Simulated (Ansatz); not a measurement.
# K2Pt: the cost of one run

Computed with Ansatz 0.2.0 (DFT PBEsol with spin–orbit coupling, plane waves, PAW, unless a step's input says otherwise).

6 further runs of the same task are left out: 2 that didn't finish, 4 set aside as unsound or not needed. Runs told in other sessions of the task aren't counted.

### Step 1. The structure to begin with

It takes space group Fm-3m (No. 225, cubic). Conventional cell: a = 7.563 Å, b = 7.563 Å, c = 7.563 Å, α = 90.00°, β = 90.00°, γ = 90.00°. Around K (site symmetry -43m) lie 4 Pt at 3.27 Å. Pt (site symmetry m-3m) is surrounded by 8 K at 3.27 Å.

Coordinates:

```xyz
3
Lattice="0.0000 3.7815 3.7815 3.7815 0.0000 3.7815 3.7815 3.7815 0.0000" Properties=species:S:1:pos:R:3 pbc="T T T"
K     5.6722    5.6722    5.6722
K     1.8907    1.8907    1.8907
Pt    0.0000    0.0000    0.0000
```

The cell is the database one, not relaxed. An earlier run on this cell at PBEsol, without spin–orbit coupling gave -0.54 GPa at 36.049 Å³/atom (8×8×8 mesh), gap on the mesh 1.34 eV.

### Step 2. Spin-orbit coupling: topological invariants

File input.yaml:

```yaml
crystal:
  lattice:
    - [0.0, 3.7814632783, 3.7814632783]
    - [3.7814632783, 0.0, 3.7814632783]
    - [3.7814632783, 3.7814632783, 0.0]
  atoms:
    - { symbol: K, position: [0.75, 0.75, 0.75] }
    - { symbol: K, position: [0.25, 0.25, 0.25] }
    - { symbol: Pt, position: [0.0, 0.0, 0.0] }
basis:
  ecutwfc: 420
  ecutrho_ratio: 4
kpoints:
  mp_grid: { grid: [4, 4, 4] }
hamiltonian:
  xc: pbesol
scf:
  occupations: { method: gaussian, width: 0.05 }
output:
  forces: true
  stress: true
  eigenvalues: true
  populations: true
  topological_invariants: true
magnetization:
  noncollinear: true
  spin_orbit: true
```

Run with:

```sh
$ ansatz run input.yaml --threads 4 --pin off --max-ram 9216MiB --backend cpu --events-out ev --progress --plain --runs-dir out
```

What time and memory should one allow on 4 threads of Arm Neoverse V2, shared host?

About 28 s, with a peak of 0.8 GiB.
